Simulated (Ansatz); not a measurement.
I need a rigid scan of one bond length of F2GeI, SMILES [F][Ge]([F])[I]. Use the Ansatz DFT code, driven from Python. Settings (for the species named): r2SCAN, def2-SVP basis, multiplicity 2, D3BJ dispersion.

| atom | x (Å) | y (Å) | z (Å) |
| --- | --- | --- | --- |
| F | 1.1550 | 0.8390 | 1.0343 |
| Ge | -0.1739 | -0.1926 | 0.4732 |
| F | 0.5055 | -1.6678 | -0.1663 |
| I | -1.4311 | 0.9612 | -1.3616 |

`run_scan.py`
```python
import ansatz as az
import numpy as np

BASIS = "def2-SVP"
XC = "r2SCAN"
VDW = "d3bj"

geometry_ang = [
    ("F", [1.155, 0.839, 1.0343]),
    ("Ge", [-0.1739, -0.1926, 0.4732]),
    ("F", [0.5055, -1.6678, -0.1663]),
    ("I", [-1.4311, 0.9612, -1.3616]),
]
f2gei = az.Crystal.molecule()
for symbol, xyz in geometry_ang:
    f2gei = f2gei.atom(symbol, xyz)

symbols = [site.symbol for site in f2gei.cartesian_sites]
start = np.array([site.position_ang for site in f2gei.cartesian_sites])
axis = (start[2] - start[1]) / np.linalg.norm(start[2] - start[1])
moving = [2]
lengths, energies = [1.48, 1.61, 1.75, 1.92, 2.18, 2.62, 3.14, 3.84], []
for length in lengths:
    xyz = start.copy()
    xyz[moving] += (length - np.linalg.norm(start[2] - start[1])) * axis
    point = az.Crystal.molecule()
    for symbol, place in zip(symbols, xyz):
        point = point.atom(symbol, place.tolist())
    base = (
        point.calculation()
        .basis(gaussian=BASIS)
        .functional(XC, dispersion=VDW)
        .spin("collinear", total=1)
    )
    r = base.run(threads=1).report
    energies.append(r["free_energy_ev"])
    print(f"r = {length:6.3f} A  E = {energies[-1]:.5f} eV  <S^2> = {abs(r['mean_field']['state']['spin_squared']):.3f}")

print("energy above the lowest point (eV):", [round(e - min(energies), 3) for e in energies])
```

```console
$ python run_scan.py
DeckWarning: the engine holds no damping parameters fitted to this dispersion correction and functional, so the run takes those fitted to r2scan beside the three-body term, which d3bj leaves out (hamiltonian.dispersion, under Limitations)
r =  1.480 A  E = -70042.71304 eV  <S^2> = 0.754
r =  1.610 A  E = -70043.96237 eV  <S^2> = 0.754
r =  1.750 A  E = -70044.25123 eV  <S^2> = 0.755
r =  1.920 A  E = -70043.92760 eV  <S^2> = 0.755
r =  2.180 A  E = -70042.98715 eV  <S^2> = 0.759
r =  2.620 A  E = -70041.69202 eV  <S^2> = 0.779
r =  3.140 A  E = -70041.05137 eV  <S^2> = 0.764
r =  3.840 A  E = -70040.76574 eV  <S^2> = 0.753
energy above the lowest point (eV): [1.538, 0.289, 0.0, 0.324, 1.264, 2.559, 3.2, 3.485]
```
(Warnings from the package without file and line.)

Reading the output:
- Total energies depend on the basis set; only differences at equal settings carry meaning.
- The rest of the molecule is held rigid at a force-field or estimated start geometry, and the basis set is modest; single-reference methods fail as a bond breaks.
- def2 sets replace the cores of elements past krypton by effective core potentials.
- The run takes the species as open-shell (spin multiplicity 2), which needn't be its ground state.
- Spin-orbit coupling of the heavy open-shell atom is left out.
- A dispersion term here runs with damping parameters fitted for another variant or functional.
- Hardware and time: 4.1 min on 1 thread of Intel(R) Xeon(R) Platinum 8259CL CPU @ 2.50GHz (Skylake/Cascade Lake) (shared host), peak memory 0.31 GiB.
